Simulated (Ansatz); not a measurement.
**C2H6AlB: basis-set convergence**

The task here is to estimate one member of a computed series from the others.

Computed with Ansatz 0.2.0, Gaussian basis. Level: one geometry, several basis sets.

The runs, in order: PBE0-D4/def2-SVP; ωB97M-V/def2-SVP; PBE0-D4/def2-QZVPP; ωB97M-V/def2-QZVPP; the functionals' def2-TZVPP values are taken from earlier runs.

**The geometry**

An earlier PBE0-D4 in a triple-zeta def2 set relaxation fixed the geometry.

SMILES `B[C](=C)[AlH2]`, 10 atoms, charge 0, spin multiplicity 1.

Atoms are counted from 1 here; the program's logs count them from 0.

Bond lengths: B1–C2 1.544 Å, B1–H5 1.202 Å, B1–H6 1.199 Å, C2–C3 1.350 Å, C2–Al4 1.951 Å, C3–H7 1.092 Å, C3–H8 1.091 Å, Al4–H9 1.591 Å, Al4–H10 1.586 Å. Angles: C2–B1–H5 119.3°, C2–B1–H6 122.1°, H5–B1–H6 118.5°, B1–C2–C3 116.5°, B1–C2–Al4 125.8°, C3–C2–Al4 117.7°, C2–C3–H7 121.6°, C2–C3–H8 123.2°, H7–C3–H8 115.1°, C2–Al4–H9 117.4°, C2–Al4–H10 121.7°, H9–Al4–H10 120.9°.

The first run:

in.yaml

```yaml
crystal:
  periodic: [false, false, false]
  atoms:
    - {symbol: B, position_ang: [-1.399062, 0.267223, -0.782906]}
    - {symbol: C, position_ang: [-0.049168, -0.080468, -0.119010]}
    - {symbol: C, position_ang: [0.633993, -1.116261, -0.650166]}
    - {symbol: Al, position_ang: [0.743470, 0.841254, 1.406634]}
    - {symbol: H, position_ang: [-1.777688, -0.380708, -1.722045]}
    - {symbol: H, position_ang: [-2.088956, 1.167007, -0.392802]}
    - {symbol: H, position_ang: [0.250510, -1.677461, -1.504634]}
    - {symbol: H, position_ang: [1.597997, -1.455474, -0.267421]}
    - {symbol: H, position_ang: [2.149714, 0.313143, 1.932001]}
    - {symbol: H, position_ang: [0.022191, 2.070547, 2.103349]}
basis:
  gaussian: {orbitals: def2-SVP}
hamiltonian: {xc: pbe0, dispersion: d4}
output: {orbitals: {seedname: orbitals}}
```

Run with:

```
> ansatz run in.yaml --threads 2 --pin off --events-out ev --progress --plain --max-ram 4352MiB
```

Steps of the session up to this table: PBE0-D4 in def2-SVP; ωB97M-V in def2-SVP; PBE0-D4 in def2-QZVPP; ωB97M-V in def2-QZVPP.

One of the session's tables, all rows but one given; the rest of the session is left out.

It belongs to the step «Density functionals: the series». 

| functional | basis | HOMO (eV) | LUMO (eV) |
| --- | --- | --- | --- |
| PBE0-D4 | def2-SVP | ? | ? |
| PBE0-D4 | def2-TZVPP | -7.71 | -2.35 |
| PBE0-D4 | def2-QZVPP | -7.71 | -2.36 |
| ωB97M-V | def2-SVP | -9.85 | -0.23 |
| ωB97M-V | def2-TZVPP | -9.90 | -0.38 |
| ωB97M-V | def2-QZVPP | -9.91 | -0.45 |

**Question.** Estimate the row for PBE0-D4, def2-SVP.

**Answer.** HOMO (eV): -7.70; LUMO (eV): -2.27. In the column «HOMO (eV)» it is the highest.
